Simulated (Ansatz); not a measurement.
# Al2O3: the cost of one run

Method: DFT r2SCAN, scalar-relativistic, plane waves, PAW, in Ansatz 0.2.0.

**1. The structure to begin with**

The structure is hexagonal, space group P-6m2 (No. 187). Conventional cell: a = 2.884 Å, b = 2.884 Å, c = 9.337 Å, α = 90.00°, β = 90.00°, γ = 120.00°. Al (site symmetry 3m) has 6 O at 1.80 to 2.18 Å in its first shell of neighbours. Around O (site symmetry 3m) lie 3 Al at 1.80 Å. O (site symmetry -6m2) has 6 Al at 2.18 Å in its first shell of neighbours.

Structure file:

```xyz
5
Lattice="2.8843 0.0000 0.0000 -1.4422 2.4979 0.0000 0.0000 0.0000 9.3368" Properties=species:S:1:pos:R:3 pbc="T T T"
Al    0.0000    0.0000    1.4004
Al    0.0000    0.0000    7.9363
O     0.0000    1.6653    2.0757
O     1.4422    0.8326    0.0000
O     0.0000    1.6653    7.2610
```

The structure comes from the Materials Project (structure only).

(A quick probe on a coarse mesh, which set the mesh and smearing, is not shown.)

**3. Full relaxation**

input.yaml

```yaml
crystal:
  lattice:
    - [2.8843249483, 0.0, 0.0]
    - [-1.4421624742, 2.497898678, 0.0]
    - [0.0, 0.0, 9.33675446]
  atoms:
    - { symbol: Al, position: [0.0, 0.0, 0.14999233] }
    - { symbol: Al, position: [0.0, 0.0, 0.85000767] }
    - { symbol: O, position: [0.33333333, 0.66666667, 0.22231692] }
    - { symbol: O, position: [0.66666667, 0.33333333, 0.0] }
    - { symbol: O, position: [0.33333333, 0.66666667, 0.77768308] }
basis:
  ecutwfc: 500
kpoints:
  mp_grid: { grid: [12, 12, 4] }
hamiltonian:
  xc: r2scan
scf:
  occupations: { method: gaussian, width: 0.02 }
output:
  forces: true
  stress: true
  eigenvalues: true
relax:
  adjacent_minimum: "off"
  f_tol: 0.005
  max_steps: 80
  cell: { stress_tol: 0.05 }
```

The run is started by

```sh
$ ansatz run input.yaml --threads 2 --pin off --max-ram 5120MiB --backend cpu --events-out ev --progress --plain --runs-dir out
```

What time and memory should one allow on 2 threads of Intel Xeon Platinum 8259CL at 2.50GHz (Skylake/Cascade Lake), shared host?

About 2.8 min, with a peak of 0.61 GiB.
